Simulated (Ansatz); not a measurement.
# PBE-QIDH/cc-pVDZ run of C2H7NSi (SMILES C=NC[SiH3])

Aim: the energy change on altering one bond length of C2H7NSi at PBE-QIDH/cc-pVDZ, from 2 runs. 

The results are computed with Ansatz 0.2.0.

72 further runs of the same task are left out: 72 set aside as unsound or not needed. Runs told in other sessions of the task aren't counted.

**1. The structure to begin with**

The species is C2H7NSi (11 atoms), meant as a singlet with charge 0. As SMILES, `C=NC[SiH3]`. The coordinates come from a PBE0-D4/def2-TZVP relaxation. This is one conformer, not always the lowest.

Bond lengths: C1–N2 1.259 Å, N2–C3 1.436 Å, C3–Si4 1.892 Å, C1–H5 1.089 Å, C1–H6 1.099 Å, C3–H7 1.095 Å, C3–H8 1.102 Å, Si4–H9 1.487 Å, Si4–H10 1.484 Å, Si4–H11 1.488 Å. Some angles: C1–N2–C3 118.6°, N2–C3–Si4 109.5°, N2–C1–H5 119.2°, N2–C1–H6 123.3°, N2–C3–H7 109.0°, N2–C3–H8 113.6°, Si4–C3–H7 106.9°, Si4–C3–H8 109.5°, C3–Si4–H9 109.5°, C3–Si4–H10 110.5°.

**2. A single-point energy at PBE-QIDH/cc-pVDZ**

in.yaml reads:

```yaml
basis:
  gaussian: {orbitals: cc-pVDZ}
crystal:
  periodic: [false, false, false]
  atoms:
    - {symbol: C, position_ang: [-0.639400, 1.869300, 0.363900]}
    - {symbol: N, position_ang: [-0.998600, 0.713100, 0.018000]}
    - {symbol: C, position_ang: [-0.299000, -0.417000, 0.562600]}
    - {symbol: Si, position_ang: [0.706300, -1.257400, -0.802700]}
    - {symbol: H, position_ang: [-1.145900, 2.733500, -0.063200]}
    - {symbol: H, position_ang: [0.166900, 2.059000, 1.086600]}
    - {symbol: H, position_ang: [-1.029900, -1.151400, 0.917900]}
    - {symbol: H, position_ang: [0.365200, -0.161700, 1.404500]}
    - {symbol: H, position_ang: [1.729600, -0.311300, -1.319900]}
    - {symbol: H, position_ang: [-0.179800, -1.683000, -1.914500]}
    - {symbol: H, position_ang: [1.389900, -2.450100, -0.232400]}
correlation: {frozen_orbitals: {C: 1, H: 0, "N": 1, Si: 5}}
output: {orbitals: {seedname: orbitals}}
accuracy: high
hamiltonian: {xc: {name: PBE-QIDH}}
```

Started as:

```console
$ ansatz run in.yaml --threads 1 --pin off --max-ram 3480MiB --events-out events.jsonl --progress --plain --runs-dir runs
```

What it wrote:

```text
Warning: RAYON_NUM_THREADS=1 ignored (pool sized by the plan → 1); use --threads N
Functional definition: PBE-QIDH
  name "PBE-QIDH"
  parameter a = 3^(-1/3)
  parameter c = 1/3
  exchange = (1 - a)*pbe_x + a*exact_x
  correlation = (1 - c)*pbe_c + c*(mp2_os + mp2_ss)
2314 factors; integrals over basis functions are off by at most 3.8e-9 eV
mean field evaluation 1: about -11535.2682 eV, gradient 2.7e1 eV
mean field evaluation 2: about -11535.3948 eV, gradient 2.7e1 eV
mean field evaluation 4: about -11537.2862 eV, gradient 4.6e0 eV
mean field evaluation 8: about -11537.3374 eV, gradient 1.7e-1 eV
mean field evaluation 16: about -11537.3376 eV, gradient 1.8e-5 eV
mean field -11537.33757517 eV, -423.9893355994 hartree, gradient 5.6e-8 eV, S^2 0.000000; 0 other end points of the search recorded, 0 dependent functions left out
8 core orbitals not correlated: weight in the atoms' cores, before any rotation towards them, 1.000 or more for the frozen orbitals, at most 0.000 for the correlated occupied ones
reference -11537.33757627 eV, -423.9893356398 hartree; 12, 12 occupied and 75, 75 virtual orbitals, 2314 factors
second order -16.88432392 eV of doubles, -0.00000000 eV of singles
Total energy: -11542.96568425 eV, -424.1961647929 hartree
```

Run time: 14 s. Hardware: 1 thread of Arm Neoverse V2, shared host; peak memory 0.34 GiB.

**3. The distorted shape**

in.yaml reads:

```yaml
crystal:
  periodic: [false, false, false]
  atoms:
    - {symbol: C, position_ang: [-0.506460, 1.933152, 0.530701]}
    - {symbol: "N", position_ang: [-0.865660, 0.776952, 0.184801]}
    - {symbol: C, position_ang: [-0.166060, -0.353148, 0.729401]}
    - {symbol: Si, position_ang: [0.839240, -1.193548, -0.635899]}
    - {symbol: H, position_ang: [-1.012960, 2.797352, 0.103601]}
    - {symbol: H, position_ang: [0.299840, 2.122852, 1.253401]}
    - {symbol: H, position_ang: [-0.896960, -1.087548, 1.084701]}
    - {symbol: H, position_ang: [0.498140, -0.097848, 1.571301]}
    - {symbol: H, position_ang: [1.862540, -0.247448, -1.153099]}
    - {symbol: H, position_ang: [-0.179800, -1.683000, -1.914500]}
    - {symbol: H, position_ang: [1.522840, -2.386248, -0.065599]}
basis:
  gaussian: {orbitals: cc-pVDZ}
hamiltonian: {xc: {name: PBE-QIDH}}
correlation: {frozen_orbitals: {C: 1, H: 0, "N": 1, Si: 5}}
accuracy: high
output: {orbitals: {seedname: orbitals}}
```

Started as:

```console
$ ansatz run in.yaml --threads 1 --pin off --max-ram 3480MiB --events-out events.jsonl --progress --plain --runs-dir runs
```

What it wrote, cut to the lines that bear on the results:

```text
Warning: RAYON_NUM_THREADS=1 ignored (pool sized by the plan → 1); use --threads N
[... 2 set-up lines as earlier in the session ...]
[...]
2311 factors; integrals over basis functions are off by at most 3.8e-9 eV
[...]
mean field -11536.99103250 eV, -423.9766003911 hartree, gradient 5.0e-8 eV, S^2 0.000000; 0 other end points of the search recorded, 0 dependent functions left out
8 core orbitals not correlated: weight in the atoms' cores, before any rotation towards them, 1.000 or more for the frozen orbitals, at most 0.000 for the correlated occupied ones
reference -11536.99103361 eV, -423.9766004317 hartree; 12, 12 occupied and 75, 75 virtual orbitals, 2311 factors
second order -16.91362950 eV of doubles, -0.00000000 eV of singles
Total energy: -11542.62891011 eV, -424.1837885715 hartree
```

It took 14 s on 1 thread of Arm Neoverse V2, shared host; peak memory 0.34 GiB.

**4. Summary of results**

At PBE-QIDH/cc-pVDZ, 8 core orbitals frozen:

| quantity | value |
| --- | --- |
| first shape: total energy | -424.19616 Eh |
| first shape: HOMO energy (SCF part's orbitals) | -9.73 eV |
| first shape: LUMO energy (SCF part's orbitals) | 2.07 eV |
| first shape: HOMO–LUMO gap (SCF part's orbitals) | 11.80 eV |
| distorted shape: total energy | -424.18379 Eh |
| distorted shape: HOMO energy (SCF part's orbitals) | -9.77 eV |
| distorted shape: LUMO energy (SCF part's orbitals) | 2.02 eV |
| distorted shape: HOMO–LUMO gap (SCF part's orbitals) | 11.79 eV |
| energy change with the Si4–H10 bond stretched from 1.484 to 1.707 Å | 0.337 eV |

**Reading.** With the Si4–H10 bond stretched from 1.484 to 1.707 Å the energy rises by 0.34 eV (7.8 kcal/mol). The first shape isn't relaxed at this level, so the change isn't measured from a minimum.
